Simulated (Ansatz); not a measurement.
## MnPbO3, space group Pm-3m: a convergence test of the k-point mesh, step by step

With Ansatz's Python interface.

Notebook, run cell by cell (the value of a cell's last expression is shown):

```python
import warnings

import ansatz as az
from pymatgen.core import Lattice, Structure
from pymatgen.io.ase import AseAtomsAdaptor
from tabulate import tabulate
```

```python
warnings.simplefilter("ignore", az.DeckWarning)
```

```python
pmg_structure = Structure(
    Lattice([(3.914633, 0.0, 0.0), (0.0, 3.914633, 0.0), (0.0, 0.0, 3.914633)]),
    ["Mn", "Pb", "O", "O", "O"],
    [
        (0.5, 0.5, 0.5),
        (0.0, 0.0, 0.0),
        (0.0, 0.5, 0.5),
        (0.5, 0.0, 0.5),
        (0.5, 0.5, 0.0),
    ],
)
xtal = az.Crystal.from_ase(AseAtomsAdaptor.get_atoms(pmg_structure)).moments(Mn=2.8)
```

```python
setup = (
    xtal.calculation()
    .functional("pbesol")
    .basis(420)
    .occupations(az.OccupationsMethod.FERMI_DIRAC, width=150 * az.meV)
    .spin("collinear")  # two spin channels
)
```

```python
rows = []
for value in [(2, 2, 2), (3, 3, 3), (4, 4, 4), (5, 5, 5), (6, 6, 6), (7, 7, 7)]:
    r = setup.kpoints(*value).run(threads=1).report
    rows.append((value, r["free_energy_ev"] / len(r["lattice"]["sites"]), r["n_iterations"], r["magnetization_mub"], r["n_kpoints"]))
```

```python
print(tabulate(rows, headers=["mesh", "F/atom (eV)", "iterations", "moment (muB)", "k-points"], floatfmt=".4f", tablefmt="plain"))

# the last row is the reference
for row in rows[:-1]:
    shift = 1000 * (row[1] - rows[-1][1])
    print(f"{row[0]}: {shift:+.2f} meV/atom" + ("  (within 5 meV)" if abs(shift) < 5 else ""))
```

    mesh         F/atom (eV)    iterations    moment (muB)    k-points
    (2, 2, 2)     -3460.9882            13          3.3154           4
    (3, 3, 3)     -3461.1168            10          3.0114           4
    (4, 4, 4)     -3461.1279            12          3.0332          10
    (5, 5, 5)     -3461.1279            11          3.0095          10
    (6, 6, 6)     -3461.1263            10          3.0133          20
    (7, 7, 7)     -3461.1247            11          3.0091          20
    (2, 2, 2): +136.54 meV/atom
    (3, 3, 3): +7.98 meV/atom
    (4, 4, 4): -3.14 meV/atom  (within 5 meV)
    (5, 5, 5): -3.14 meV/atom  (within 5 meV)
    (6, 6, 6): -1.53 meV/atom  (within 5 meV)

From 4×4×4 on it stays within 5 meV an atom of the value at 7×7×7; the first row (2×2×2) is off by 136.5 meV and the last but one by 1.53 meV. This holds for F at a smearing of 0.15 eV; a narrower one needs a denser mesh.

The magnetic order follows from the starting moments and needn't be the lowest. The overall sign of a collinear moment is arbitrary, and semilocal functionals can give small moments to compounds that are paramagnetic. A Fermi-Dirac width this large means warm electrons, whose thermal share enters the free energy. With one magnetic atom the cell can hold only ferromagnetic order. Without a Hubbard U or exact exchange, semilocal functionals often make such 3d compounds metallic or too weakly gapped. Spin-orbit coupling, which matters for elements this heavy, is left out. This cell is a computed structure, which may not be the phase found in nature. Shifts are counted from the finest mesh, which is itself no proven limit. Wall time of the script: 23 s on 1 thread of Intel(R) Xeon(R) Processor @ 2.30GHz, on a shared host, peak memory 0.62 GiB.
